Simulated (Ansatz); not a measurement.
# C₃H₇Cl₂In: basis-set convergence

The task here is to estimate one member of a computed series from the others.

Program: Ansatz 0.2.0, Gaussian basis. Level of theory: one geometry, several basis sets. These are calculated values, not measurements.

The runs, in order: PBE0-D4/def2-SVP; ωB97M-V/def2-SVP; PBE0-D4/def2-QZVPP; ωB97M-V/def2-QZVPP; the functionals' def2-TZVPP values are taken from earlier runs.

1 further run of the same task is left out (for a known fault of the program). Runs told in other sessions of the task aren't counted.

## The geometry

An earlier PBE0-D4 in a triple-zeta def2 set relaxation fixed the geometry. In takes the def2 core potential; no spin-orbit term is included.

SMILES `C[CH](C)[In]([Cl])[Cl]`, 13 atoms, charge 0, spin multiplicity 1.

Atoms are counted from 1 here; the program's logs count them from 0.

Bond lengths: C1–C2 1.520 Å, C1–H7 1.093 Å, C1–H8 1.092 Å, C1–H9 1.096 Å, C2–C3 1.520 Å, C2–In4 2.163 Å, C2–H10 1.095 Å, C3–H11 1.092 Å, C3–H12 1.096 Å, C3–H13 1.093 Å, In4–Cl5 2.331 Å, In4–Cl6 2.331 Å. Angles: C2–C1–H7 111.8°, C2–C1–H8 112.6°, C2–C1–H9 109.8°, H7–C1–H8 107.6°, H7–C1–H9 107.0°, H8–C1–H9 107.7°, C1–C2–C3 113.1°, C1–C2–In4 110.9°, C1–C2–H10 109.3°, C3–C2–In4 110.9°, C3–C2–H10 109.3°, In4–C2–H10 102.8°, C2–C3–H11 112.6°, C2–C3–H12 109.8°, C2–C3–H13 111.8°, H11–C3–H12 107.7°, H11–C3–H13 107.6°, H12–C3–H13 107.0° and more.

Set-up of the first run:

in.yaml

```yaml
crystal:
  periodic: [false, false, false]
  atoms:
    - {symbol: C, position_ang: [0.327383, -1.409153, 0.498793]}
    - {symbol: C, position_ang: [0.431448, 0.075885, 0.192118]}
    - {symbol: C, position_ang: [0.795040, 0.362474, -1.255653]}
    - {symbol: In, position_ang: [-1.386721, 1.107846, 0.748758]}
    - {symbol: Cl, position_ang: [-2.133779, 3.075107, -0.254973]}
    - {symbol: Cl, position_ang: [-2.844615, 0.385436, 2.418374]}
    - {symbol: H, position_ang: [-0.425519, -1.900632, -0.123155]}
    - {symbol: H, position_ang: [0.073723, -1.605016, 1.542539]}
    - {symbol: H, position_ang: [1.285528, -1.899953, 0.290900]}
    - {symbol: H, position_ang: [1.179685, 0.530226, 0.850283]}
    - {symbol: H, position_ang: [0.876171, 1.431234, -1.463778]}
    - {symbol: H, position_ang: [1.760934, -0.097997, -1.494764]}
    - {symbol: H, position_ang: [0.060713, -0.055458, -1.949450]}
basis:
  gaussian: {orbitals: def2-SVP}
hamiltonian: {xc: pbe0, dispersion: d4}
output: {orbitals: {seedname: orbitals}}
```

The run is started by

```console
ansatz run in.yaml --threads 4 --pin off --events-out ev --progress --plain --max-ram 11315MiB
```

Among the steps run: PBE0-D4 in def2-SVP; ωB97M-V in def2-SVP; PBE0-D4 in def2-QZVPP; ωB97M-V in def2-QZVPP.

One of the session's tables, all rows but one given; the rest of the session is left out.

It belongs to the step «Functionals by basis». 

| functional | basis | HOMO (eV) | LUMO (eV) |
| --- | --- | --- | --- |
| PBE0-D4 | def2-SVP | -7.78 | -1.43 |
| PBE0-D4 | def2-TZVPP | -7.85 | -1.60 |
| PBE0-D4 | def2-QZVPP | -7.86 | -1.67 |
| ωB97M-V | def2-SVP | ? | ? |
| ωB97M-V | def2-TZVPP | -9.92 | 0.02 |
| ωB97M-V | def2-QZVPP | -9.94 | -0.05 |

Q: Estimate the row for ωB97M-V, def2-SVP from the others.

**Answer.** HOMO (eV): -9.82; LUMO (eV): 0.26. In the column «HOMO (eV)» it lies between ωB97M-V, def2-TZVPP (-9.92) and PBE0-D4, def2-QZVPP (-7.86).
